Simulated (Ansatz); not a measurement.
# CH₄Cl₂SeSi: small, medium and large basis sets

One table from this session's results is given with a row withheld; the runs are named, their logs left out.

The runs use Ansatz 0.2.0, Gaussian basis; one geometry, several basis sets.

Levels to be run: PBE0-D4/def2-SVP; ωB97M-V/def2-SVP; PBE0-D4/def2-QZVPP; ωB97M-V/def2-QZVPP; the functionals' def2-TZVPP values are taken from earlier runs.

## The geometry

An earlier PBE0-D4 in a triple-zeta def2 set relaxation fixed the geometry.

SMILES `C[Se][SiH](Cl)Cl`, 9 atoms, charge 0, spin multiplicity 1.

Atoms are counted from 1 here; the program's logs count them from 0.

Bond lengths: C1–Se2 1.960 Å, C1–H6 1.087 Å, C1–H7 1.088 Å, C1–H8 1.088 Å, Se2–Si3 2.244 Å, Si3–Cl4 2.049 Å, Si3–Cl5 2.039 Å, Si3–H9 1.477 Å. Angles: Se2–C1–H6 110.0°, Se2–C1–H7 105.9°, Se2–C1–H8 110.5°, H6–C1–H7 109.9°, H6–C1–H8 111.0°, H7–C1–H8 109.5°, C1–Se2–Si3 95.8°, Se2–Si3–Cl4 111.7°, Se2–Si3–Cl5 107.1°, Se2–Si3–H9 113.2°, Cl4–Si3–Cl5 109.9°, Cl4–Si3–H9 105.9°, Cl5–Si3–H9 109.0°.

Set-up of the first run:

The input, in.yaml:

```yaml
crystal:
  periodic: [false, false, false]
  atoms:
    - {symbol: C, position_ang: [-1.531080, -0.502960, -0.281865]}
    - {symbol: Se, position_ang: [0.181542, -1.446617, -0.147257]}
    - {symbol: Si, position_ang: [1.402745, 0.370775, 0.343399]}
    - {symbol: Cl, position_ang: [1.237598, 1.810280, -1.105973]}
    - {symbol: Cl, position_ang: [3.343335, -0.234324, 0.501248]}
    - {symbol: H, position_ang: [-1.493525, 0.220547, -1.092884]}
    - {symbol: H, position_ang: [-2.274917, -1.266575, -0.501071]}
    - {symbol: H, position_ang: [-1.774535, -0.018074, 0.661194]}
    - {symbol: H, position_ang: [0.997437, 1.020748, 1.606112]}
basis:
  gaussian: {orbitals: def2-SVP}
hamiltonian: {xc: pbe0, dispersion: d4}
output: {orbitals: {seedname: orbitals}}
```

Among the steps run: PBE0-D4 in def2-SVP; ωB97M-V in def2-SVP; PBE0-D4 in def2-QZVPP; ωB97M-V in def2-QZVPP.

One of the session's tables, all rows but one given; the rest of the session is left out.

It belongs to the step «Functionals by basis». 

| functional | basis | HOMO (eV) |
| --- | --- | --- |
| PBE0-D4 | def2-SVP | -7.02 |
| PBE0-D4 | def2-TZVPP | -7.10 |
| PBE0-D4 | def2-QZVPP | ? |
| ωB97M-V | def2-SVP | -9.15 |
| ωB97M-V | def2-TZVPP | -9.25 |
| ωB97M-V | def2-QZVPP | -9.28 |

**Question.** Estimate the row for PBE0-D4, def2-QZVPP.

**Answer.** HOMO (eV): -7.12. In the column «HOMO (eV)» it lies between ωB97M-V, def2-SVP (-9.15) and PBE0-D4, def2-TZVPP (-7.10).
